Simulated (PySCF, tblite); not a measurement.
# Si₂₄H₃₄: electronic excitations, NMR shifts

Wanted: electronic excitations, NMR shifts for Si₂₄H₃₄.

Programs: tblite 0.8.0 and PySCF 2.14.0, with routines of our own; each step states its level. All values are computed. Atoms count from 0.

### 1 The starting structure

58 atoms, charge 0, multiplicity 1; geometry from: force field, distance geometry or constructed start.

### 2 Optimising the geometry with GFN2-xTB

Job settings and geometry (Å):

```
{"job": {"kind": "relax", "xc": "GFN2-xTB", "basis": "xTB"}, "charge": 0, "multiplicity": 1}
Si    -2.710600    -2.717300     5.429400
Si    -4.076400    -1.355200     4.066300
Si    -1.352600    -4.075500     4.074200
Si    -4.073900    -4.068800     1.351600
Si    -1.358800    -1.359000     1.361200
Si    -2.718800    -2.716000    -0.002600
Si    -2.715400    -5.429300     2.712200
Si    -5.427600    -2.712800     2.717000
Si    -1.355100     1.355600    -1.358100
Si    -2.718300    -0.000800     2.717100
Si     1.355600    -1.359000    -1.359800
Si    -0.002500    -2.717500     2.715500
Si     5.427600     2.716200    -2.710500
Si     2.717700     5.430400    -2.718200
Si     1.355500     4.078300    -1.357500
Si     4.071300     1.358300    -1.351400
Si     1.358100     1.359600    -4.072300
Si     4.072100     4.069800    -4.074200
Si     2.714900     2.717300    -5.428500
Si     2.718300     0.000900    -2.712800
Si    -0.002300     2.719300    -2.714000
Si     1.356800     1.359200     1.357600
Si     2.718900     2.720100     0.006600
Si    -0.004200    -0.004300    -0.001500
H     -3.546400    -3.544300     6.263300
H     -1.890200    -1.885000     6.264900
H     -4.903900    -0.524100     4.903900
H     -0.527000    -4.904000     4.905800
H     -4.904000    -4.904200     0.524400
H     -3.545800    -1.883700    -0.828000
H     -1.880500    -3.546300    -0.832500
H     -3.548800    -6.261100     3.547100
H     -1.885100    -6.262300     1.882200
H     -6.260300    -3.548200     3.550600
H     -6.261200    -1.882300     1.880800
H     -2.188600     0.528600    -2.192000
H     -2.189900     2.189200    -0.530500
H     -1.883200     0.833900     3.544300
H     -3.545800     0.827500     1.884000
H      0.521600    -2.185700    -2.187900
H      2.189000    -2.191400    -0.522600
H      0.837300    -1.889700     3.550600
H      0.836300    -3.545900     1.880500
H      6.265000     3.546400    -1.885900
H      6.258700     1.885800    -3.544500
H      3.545000     6.264000    -1.887500
H      1.886500     6.262500    -3.547500
H      0.526100     4.907200    -0.524100
H      4.906200     0.526800    -0.526200
H      0.528300     0.527100    -4.902600
H      4.903700     4.897300    -4.901500
H      1.890700     3.548200    -6.262700
H      3.546500     1.883700    -6.262300
H      3.543500    -0.833000    -3.549900
H     -0.830700     3.546000    -3.545400
H      2.188600     0.529400     2.189700
H      0.533000     2.183400     2.187200
H      3.549600     3.554500     0.830700
```

Run with:

```console
$ OMP_NUM_THREADS=4 python large_run.py task.json out
```

The driver reads the jobs from task.json and runs them one after another.

The log of the run:

```text
step      E/eV     max force
  0   -1590.18174    1.171
  1   -1590.49901    0.546
  2   -1590.58763    0.140
  3   -1590.59712    0.151
  4   -1590.62437    0.185
  5   -1590.64706    0.263
  6   -1590.66821    0.342
  7   -1590.67927    0.262
  8   -1590.68633    0.124
  9   -1590.69241    0.107
 10   -1590.69778    0.149
 11   -1590.70218    0.166
 12   -1590.70580    0.130
 13   -1590.70844    0.074
 14   -1590.71020    0.067
 15   -1590.71167    0.082
 16   -1590.71315    0.095
 17   -1590.71468    0.071
 18   -1590.71637    0.082
 19   -1590.71830    0.101
 20   -1590.72037    0.109
 21   -1590.72222    0.087
 22   -1590.72361    0.071
 23   -1590.72476    0.070
 24   -1590.72611    0.119
 25   -1590.72820    0.156
 26   -1590.73146    0.157
 27   -1590.73567    0.106
 28   -1590.73962    0.115
 29   -1590.74244    0.088
 30   -1590.74431    0.112
 31   -1590.74585    0.108
 32   -1590.74739    0.077
 33   -1590.74880    0.068
 34   -1590.74998    0.058
 35   -1590.75091    0.047
 36   -1590.75160    0.039
 37   -1590.75213    0.032
 38   -1590.75258    0.037
 39   -1590.75307    0.037
 40   -1590.75352    0.039
 41   -1590.75385    0.031
 42   -1590.75407    0.025
 43   -1590.75426    0.026
 44   -1590.75448    0.024
 45   -1590.75468    0.022
 46   -1590.75482    0.018
```

Run time: 14 s. Hardware: 4 threads of Arm Neoverse N1, shared host; peak memory 0.17 GiB.

Along the way:

| step | energy from step 0 (eV) | largest force (eV/Å) |
| --- | --- | --- |
| 0 | 0.0000 | 1.1712 |
| 1 | -0.3173 | 0.5463 |
| 2 | -0.4059 | 0.1406 |
| 3 | -0.4154 | 0.1511 |
| 4 | -0.4426 | 0.1848 |
| 5 | -0.4653 | 0.2628 |
| 6 | -0.4865 | 0.3416 |
| 7 | -0.4975 | 0.2619 |
| 8 | -0.5046 | 0.1242 |
| 11 | -0.5204 | 0.1660 |
| 14 | -0.5285 | 0.0664 |
| 17 | -0.5329 | 0.0708 |
| 20 | -0.5386 | 0.1094 |
| 23 | -0.5430 | 0.0699 |
| 26 | -0.5497 | 0.1567 |
| 29 | -0.5607 | 0.0875 |
| 32 | -0.5657 | 0.0770 |
| 35 | -0.5692 | 0.0469 |
| 38 | -0.5708 | 0.0373 |
| 42 | -0.5723 | 0.0247 |
| 43 | -0.5725 | 0.0267 |
| 44 | -0.5727 | 0.0238 |
| 45 | -0.5729 | 0.0220 |
| 46 | -0.5731 | 0.0181 |

Close pairs (by a distance rule), those that changed most:

```csv
bond,before (Å),after (Å),change (Å)
Si2–H27,1.435,1.477,+0.042
Si20–H54,1.436,1.478,+0.042
Si22–H57,1.437,1.477,+0.040
Si17–H50,1.436,1.475,+0.039
Si21–H56,1.430,1.469,+0.039
Si3–H28,1.439,1.477,+0.038
Si15–H48,1.439,1.475,+0.037
Si14–H47,1.439,1.475,+0.036
```

The end geometry stands in the next job.

### 3 Electronic excitations: TDDFT wB97X-D/6-31G*

Job settings and geometry (Å):

```
{"job": {"kind": "uv", "basis": "6-31G*", "grid": 1, "kgrid": 0, "vcut": 1.5, "nstates": 6, "ntriplets": 2, "tda": false, "delta": [], "pop": true, "xc": "wB97X-D"}, "charge": 0, "multiplicity": 1}
Si    -2.779091    -2.779913     5.500371
Si    -4.160193    -1.446732     4.160687
Si    -1.446506    -4.160080     4.159405
Si    -4.159723    -4.160251     1.446005
Si    -1.388393    -1.388883     1.389431
Si    -2.795081    -2.794394     0.124959
Si    -2.779633    -5.500254     2.778764
Si    -5.500541    -2.779078     2.778824
Si    -1.284703     1.379343    -1.378461
Si    -2.795439    -0.124743     2.795357
Si     1.379557    -1.284319    -1.378891
Si    -0.125945    -2.794983     2.794926
Si     5.495203     2.796424    -2.795499
Si     2.796789     5.494335    -2.796329
Si     1.454499     4.132315    -1.453271
Si     4.131991     1.454419    -1.452855
Si     1.454202     1.454039    -4.131188
Si     4.147452     4.146366    -4.146061
Si     2.797051     2.796191    -5.494012
Si     2.731388     0.052384    -2.730339
Si     0.051987     2.731162    -2.730432
Si     1.379426     1.379681     1.285836
Si     2.730764     2.731811    -0.050907
Si    -0.026187    -0.026369     0.027231
H     -3.558763    -3.558351     6.471893
H     -1.932796    -1.933088     6.353019
H     -5.019099    -0.605136     5.019101
H     -0.605327    -5.018717     5.018228
H     -5.018831    -5.018103     0.604249
H     -3.591717    -1.960871    -0.785183
H     -1.960852    -3.591195    -0.784325
H     -3.558864    -6.471823     3.557352
H     -1.933137    -6.352863     1.932340
H     -6.472337    -3.558257     3.557752
H     -6.352833    -1.931903     1.932190
H     -2.193195     0.551835    -2.183735
H     -2.193858     2.184699    -0.551770
H     -1.961587     0.784780     3.592446
H     -3.592578     0.784950     1.961659
H      0.551956    -2.192235    -2.184693
H      2.184534    -2.193903    -0.552291
H      0.783844    -1.961400     3.591060
H      0.783159    -3.591511     1.960963
H      6.411353     3.612082    -1.985291
H      6.410748     1.985631    -3.611273
H      3.612245     6.410592    -1.986113
H      1.986302     6.409575    -3.612693
H      0.598458     4.976017    -0.598234
H      4.975436     0.598436    -0.597255
H      0.598544     0.598599    -4.974918
H      4.998862     4.997821    -4.997753
H      1.987005     3.611925    -6.410287
H      3.613019     1.985476    -6.409485
H      3.597403    -0.774072    -3.596233
H     -0.775147     3.596925    -3.596196
H      2.184568     0.552654     2.195016
H      0.552228     2.184954     2.194676
H      3.596825     3.597338     0.775879
```

Method: TDDFT wB97X-D/6-31G*, vertical, gas phase, core orbitals frozen in the response, virtual orbitals cut by energy.

The log of the run:

```text
start: PBE on a coarse grid of 56640 points
cycle   1  E = -6964.9435969298  dE =  1.158e+00  |g| = 3.021e-01  |ddm| = 7.354e+00
cycle   2  E = -6964.9633891278  dE = -1.979e-02  |g| = 1.954e-01  |ddm| = 9.090e-01
cycle   3  E = -6964.9685565943  dE = -5.167e-03  |g| = 1.633e-01  |ddm| = 7.458e-01
cycle   4  E = -6964.9791610422  dE = -1.060e-02  |g| = 1.657e-02  |ddm| = 3.554e-01
cycle   5  E = -6964.9792241091  dE = -6.307e-05  |g| = 1.036e-02  |ddm| = 5.185e-02
cycle   6  E = -6964.9792682586  dE = -4.415e-05  |g| = 2.355e-03  |ddm| = 2.494e-02
final grid: 218767 points
cycle   7  E = -6967.9765247035  dE = -3.635e-02  |g| = 5.848e-02  |ddm| = 6.158e-01
cycle   8  E = -6967.9789498459  dE = -2.425e-03  |g| = 2.621e-02  |ddm| = 2.181e-01
cycle   9  E = -6967.9792308714  dE = -2.810e-04  |g| = 1.631e-02  |ddm| = 7.817e-02
cycle  10  E = -6967.9793449390  dE = -1.141e-04  |g| = 1.586e-03  |ddm| = 4.407e-02
cycle  11  E = -6967.9793416106  dE =  3.328e-06  |g| = 7.193e-04  |ddm| = 5.256e-03
cycle  12  E = -6967.9793432489  dE = -1.638e-06  |g| = 1.549e-04  |ddm| = 1.894e-03
cycle  13  E = -6967.9793496570  dE = -6.408e-06  |g| = 4.740e-05  |ddm| = 6.884e-04
converged SCF energy = -6967.9793496570

Static polarisability (au): isotropic 647.688, principal 536.612 536.657 869.796

Singlet excitations
state   eV       nm        f      main configurations
  1   5.5606    223.0   0.01577   H-1->L 0.48, H->L+2 0.30
  2   5.5618    222.9   0.01569   H-2->L 0.48, H->L+1 0.30
  3   5.6312    220.2   0.61171   H->L 0.83
  4   5.7591    215.3   0.00305   H->L+2 0.46, H-1->L 0.35
  5   5.7600    215.3   0.00326   H->L+1 0.46, H-2->L 0.36
  6   5.8965    210.3   0.01637   H-1->L+2 0.35, H-2->L+1 0.34

Triplet excitations (Tamm-Dancoff, eV): 5.0366 5.2161
```

Wall time 7.6 min (4 threads of Arm Neoverse N1, shared host); peak memory 2.8 GiB.

The orbitals next to the gap, with their largest atomic shares:

| orbital | eV | atoms |
| --- | --- | --- |
| HOMO−4 | -9.37 | Si15 15 %, Si19 10 %, Si22 10 % |
| HOMO−3 | -9.36 | Si16 16 %, Si20 16 %, Si19 15 % |
| HOMO−2 | -9.13 | Si8 16 %, Si23 15 %, Si11 15 % |
| HOMO−1 | -9.13 | Si23 15 %, Si4 14 %, Si21 12 % |
| HOMO | -8.75 | Si4 14 %, Si23 13 %, Si10 5 % |
| LUMO | 0.18 | Si23 20 %, Si4 19 %, Si19 4 % |
| LUMO+1 | 0.33 | Si8 10 %, Si20 8 %, Si11 7 % |
| LUMO+2 | 0.33 | Si10 8 %, Si19 8 %, Si21 8 % |
| LUMO+3 | 0.63 | Si21 6 %, Si8 6 %, Si10 6 % |

With each of the 6 states as a Gaussian band of 0.4 eV half-width at 1/e, the curve within the window shown has maxima at 220 nm (ε 27,000) L/(mol cm). Beyond the last state computed it falls off for lack of states. The curve at chosen wavelengths:

| nm | ε (L/mol/cm) |
| --- | --- |
| 200 | 3919 |
| 202 | 5796 |
| 204 | 8155 |
| 206 | 10937 |
| 208 | 14014 |
| 210 | 17191 |
| 212 | 20232 |
| 214 | 22890 |
| 216 | 24943 |
| 218 | 26228 |
| 220 | 26662 |
| 222 | 26245 |
| 224 | 25058 |
| 225 | 24218 |
| 227 | 22153 |
| 229 | 19729 |
| 231 | 17131 |
| 233 | 14522 |
| 235 | 12033 |
| 237 | 9759 |
| 239 | 7754 |
| 241 | 6043 |
| 243 | 4625 |
| 245 | 3478 |
| 247 | 2574 |
| 249 | 1875 |

Ground-state properties from the same run:

```
           property  computed
  dipole moment (D)      0.26
polarisability (Å³)     95.98
 HOMO–LUMO gap (eV)      8.93
      −ε(HOMO) (eV)      8.75
```

### 4 NMR shifts: GIAO KT3/pcSseg-1

The job, as its differences from that of step 3:

```diff
@@ -1,2 +1,2 @@
-{"job": {"kind": "uv", "basis": "6-31G*", "grid": 1, "kgrid": 0, "vcut": 1.5, "nstates": 6, "ntriplets": 2, "tda": false, "delta": [], "pop": true, "xc": "wB97X-D"}, "charge": 0, "multiplicity": 1}
+{"job": {"kind": "nmr", "xc": "KT3", "basis": "pcSseg-1", "pop": false}, "charge": 0, "multiplicity": 1}
 Si    -2.779091    -2.779913     5.500371
```

Level: GIAO KT3/pcSseg-1 NMR shielding, non-relativistic, gas phase.

The log of the run:

```text
start: PBE on a coarse grid of 56640 points
cycle   1  E = -6964.5398052452  dE =  1.048e+00  |g| = 4.088e-01  |ddm| = 7.807e+00
cycle   2  E = -6964.5549438799  dE = -1.514e-02  |g| = 3.194e-01  |ddm| = 1.063e+00
cycle   3  E = -6964.5702096809  dE = -1.527e-02  |g| = 2.079e-01  |ddm| = 1.021e+00
cycle   4  E = -6964.5869858080  dE = -1.678e-02  |g| = 1.950e-02  |ddm| = 4.940e-01
cycle   5  E = -6964.5870310812  dE = -4.527e-05  |g| = 1.644e-02  |ddm| = 7.252e-02
cycle   6  E = -6964.5871329854  dE = -1.019e-04  |g| = 4.419e-03  |ddm| = 4.113e-02
final grid: 424366 points
cycle   7  E = -7024.0617645728  dE = -1.297e-01  |g| = 5.887e-01  |ddm| = 1.536e+00
cycle   8  E = -7024.0751806185  dE = -1.342e-02  |g| = 2.763e-01  |ddm| = 7.427e-01
cycle   9  E = -7024.0797680691  dE = -4.587e-03  |g| = 4.259e-02  |ddm| = 3.075e-01
cycle  10  E = -7024.0804501030  dE = -6.820e-04  |g| = 1.068e-02  |ddm| = 1.059e-01
cycle  11  E = -7024.0804965401  dE = -4.644e-05  |g| = 2.200e-03  |ddm| = 2.839e-02
cycle  12  E = -7024.0804946298  dE =  1.910e-06  |g| = 1.164e-03  |ddm| = 7.299e-03
cycle  13  E = -7024.0804970784  dE = -2.449e-06  |g| = 3.249e-04  |ddm| = 3.174e-03
cycle  14  E = -7024.0804982077  dE = -1.129e-06  |g| = 7.910e-05  |ddm| = 7.103e-04
converged SCF energy = -7024.0804982077

GIAO shielding tensors (ppm)
atom      isotropic    diamagn.    paramagn.     s11        s22        s33       span
  0 Si     465.517     882.932    -417.415    448.969    460.814    486.768     37.799
  1 Si     481.162     884.159    -402.996    469.811    480.934    492.742     22.932
  2 Si     481.381     884.150    -402.769    469.951    481.176    493.016     23.065
  3 Si     481.249     884.156    -402.907    469.856    481.053    492.838     22.982
  4 Si     479.109     883.279    -404.171    460.412    460.447    516.466     56.054
  5 Si     464.507     884.618    -420.111    448.250    459.674    485.598     37.348
  6 Si     465.576     882.933    -417.357    449.029    460.873    486.826     37.797
  7 Si     465.412     882.928    -417.516    448.911    460.662    486.664     37.753
  8 Si     462.830     884.206    -421.375    450.306    453.703    484.481     34.175
  9 Si     464.434     884.614    -420.180    448.141    459.642    485.520     37.379
 10 Si     462.882     884.204    -421.321    450.366    453.796    484.485     34.119
 11 Si     464.741     884.631    -419.890    448.477    459.978    485.770     37.294
 12 Si     461.999     883.220    -421.221    440.363    460.020    485.613     45.250
 13 Si     462.035     883.218    -421.183    440.489    460.002    485.613     45.123
 14 Si     472.997     883.978    -410.981    467.197    475.170    476.624      9.427
 15 Si     472.954     883.974    -411.020    467.095    475.130    476.638      9.543
 16 Si     472.970     883.976    -411.006    467.104    475.146    476.659      9.554
 17 Si     485.209     884.191    -398.982    479.736    479.788    496.103     16.367
 18 Si     461.988     883.220    -421.232    440.352    460.001    485.611     45.259
 19 Si     470.781     882.841    -412.060    467.238    467.481    477.625     10.387
 20 Si     470.709     882.836    -412.127    467.232    467.421    477.473     10.240
 21 Si     462.858     884.202    -421.344    450.387    453.663    484.523     34.135
 22 Si     470.781     882.835    -412.054    467.275    467.486    477.581     10.305
 23 Si     481.184     884.126    -402.942    461.461    461.481    520.610     59.149
 24 H       27.931      30.137      -2.206     24.219     24.496     35.077     10.858
 25 H       27.926      29.901      -1.975     24.347     25.510     33.920      9.572
 26 H       27.855      30.466      -2.611     23.639     24.214     35.712     12.074
 27 H       27.859      30.454      -2.595     23.642     24.215     35.721     12.079
 28 H       27.857      30.461      -2.604     23.640     24.215     35.717     12.077
 29 H       27.875      32.434      -4.559     22.782     27.812     33.031     10.248
 30 H       27.875      32.435      -4.560     22.783     27.814     33.027     10.244
 31 H       27.933      30.137      -2.204     24.220     24.497     35.081     10.861
 32 H       27.928      29.902      -1.974     24.349     25.511     33.924      9.575
 33 H       27.927      30.134      -2.207     24.216     24.494     35.071     10.855
 34 H       27.923      29.897      -1.974     24.345     25.509     33.915      9.570
 35 H       27.795      32.972      -5.177     22.646     27.645     33.093     10.447
 36 H       27.795      32.971      -5.176     22.646     27.644     33.096     10.449
 37 H       27.873      32.432      -4.559     22.782     27.812     33.025     10.244
 38 H       27.873      32.432      -4.558     22.783     27.811     33.026     10.243
 39 H       27.795      32.969      -5.174     22.647     27.645     33.094     10.447
 40 H       27.795      32.967      -5.171     22.645     27.644     33.098     10.453
 41 H       27.882      32.440      -4.558     22.785     27.821     33.042     10.256
 42 H       27.882      32.442      -4.559     22.787     27.821     33.040     10.253
 43 H       27.847      30.160      -2.313     24.177     24.884     34.481     10.304
 44 H       27.847      30.162      -2.315     24.178     24.884     34.479     10.300
 45 H       27.848      30.159      -2.311     24.176     24.885     34.483     10.307
 46 H       27.848      30.161      -2.312     24.179     24.886     34.481     10.302
 47 H       27.760      31.754      -3.993     22.988     26.182     34.112     11.124
 48 H       27.759      31.751      -3.991     22.987     26.183     34.108     11.121
 49 H       27.760      31.753      -3.993     22.987     26.183     34.111     11.124
 50 H       27.997      29.504      -1.506     23.854     23.855     36.283     12.429
 51 H       27.847      30.162      -2.315     24.177     24.884     34.480     10.303
 52 H       27.847      30.163      -2.316     24.178     24.885     34.478     10.300
 53 H       27.697      32.700      -5.003     23.001     25.590     34.501     11.500
 54 H       27.695      32.693      -4.998     22.998     25.589     34.498     11.501
 55 H       27.794      32.965      -5.170     22.647     27.642     33.094     10.447
 56 H       27.795      32.967      -5.172     22.647     27.642     33.094     10.448
 57 H       27.697      32.691      -4.995     22.999     25.589     34.502     11.503
```

Wall time 63 s (4 threads of Arm Neoverse N1, shared host); peak memory 2 GiB.

Shifts follow as δ = σ(reference) − σ, with reference shieldings (ppm) from runs at the same level and on the same kind of geometry: ¹H TMS 31.76, ²⁹Si TMS 361.7. The references are single molecules in the gas phase. Atoms listed in one row are averaged.

| atoms | environment | σ (ppm) | δ (ppm) |
| --- | --- | --- | --- |
| H53, H54, H57 | hydrogen on a silicon bonded to 3 Si | 27.70 | 4.06 |
| H47, H48, H49 | hydrogen on a silicon bonded to 3 Si | 27.76 | 4.00 |
| H35, H36, H39, H40, H55, H56 | hydrogen on a silicon bonded to 2 Si | 27.79 | 3.97 |
| H43, H44, H45, H46, H51, H52 | hydrogen on a silicon bonded to 2 Si | 27.85 | 3.91 |
| H26, H27, H28 | hydrogen on a silicon bonded to 3 Si | 27.86 | 3.90 |
| H29, H30, H37, H38, H41, H42 | hydrogen on a silicon bonded to 2 Si | 27.88 | 3.88 |
| H25, H32, H34 | hydrogen on a silicon bonded to 2 Si | 27.93 | 3.83 |
| H24, H31, H33 | hydrogen on a silicon bonded to 2 Si | 27.93 | 3.83 |
| H50 | hydrogen on a silicon bonded to 3 Si | 28.00 | 3.76 |
| Si12, Si13, Si18 | silicon bonded to 2 Si, 2 H | 462.0 | -100.3 |
| Si8, Si10, Si21 | silicon bonded to 2 Si, 2 H | 462.9 | -101.2 |
| Si5, Si9, Si11 | silicon bonded to 2 Si, 2 H | 464.6 | -102.9 |
| Si0, Si6, Si7 | silicon bonded to 2 Si, 2 H | 465.5 | -103.8 |
| Si19, Si20, Si22 | silicon bonded to 3 Si, H | 470.8 | -109.1 |
| Si14, Si15, Si16 | silicon bonded to 3 Si, H | 473.0 | -111.3 |
| Si4 | silicon bonded to 4 Si | 479.1 | -117.4 |
| Si23 | silicon bonded to 4 Si | 481.2 | -119.5 |
| Si1, Si2, Si3 | silicon bonded to 3 Si, H | 481.3 | -119.6 |
| Si17 | silicon bonded to 3 Si, H | 485.2 | -123.5 |

Ring of atoms Si0, Si1, Si2, Si3, Si6, Si7: NICS(0) -2.2, NICS(1) -1.9, NICS(1)zz 0.6 ppm (means of both faces).

Ring of atoms Si0, Si1, Si2, Si4, Si9, Si11: NICS(0) -2.5, NICS(1) -2.0, NICS(1)zz 2.6 ppm (means of both faces).

Ring of atoms Si8, Si10, Si16, Si19, Si20, Si23: NICS(0) -2.0, NICS(1) -1.6, NICS(1)zz 3.2 ppm (means of both faces).

### 5 Results

```
                                                               quantity                                                                               value
                                        lowest singlet (wB97X-D/6-31G*)                                                         5.56 eV (223 nm), f = 0.016
                               brightest single state of those computed                                                         state 3, 5.63 eV, f = 0.612
                                                         lowest triplet                                                                             5.04 eV
  ¹H shifts against TMS (KT3/pcSseg-1, means over atoms taken as alike)                            4.06, 4.00, 3.97, 3.91, 3.90, 3.88, 3.83, 3.83, 3.76 ppm
²⁹Si shifts against TMS (KT3/pcSseg-1, means over atoms taken as alike)  -100.3, -101.2, -102.9, -103.8, -109.1, -111.3, -117.4, -119.5, -119.6, -123.5 ppm
```

What this shows: The first singlet state (HOMO−1→LUMO 0.48, HOMO→LUMO+2 0.30) lies at 5.56 eV and is weak; of the 6 states computed, the strongest absorption comes from state 3 at 5.63 eV. The lowest triplet lies 0.52 eV below the lowest singlet (triplets in Tamm-Dancoff, singlets in full TDDFT).
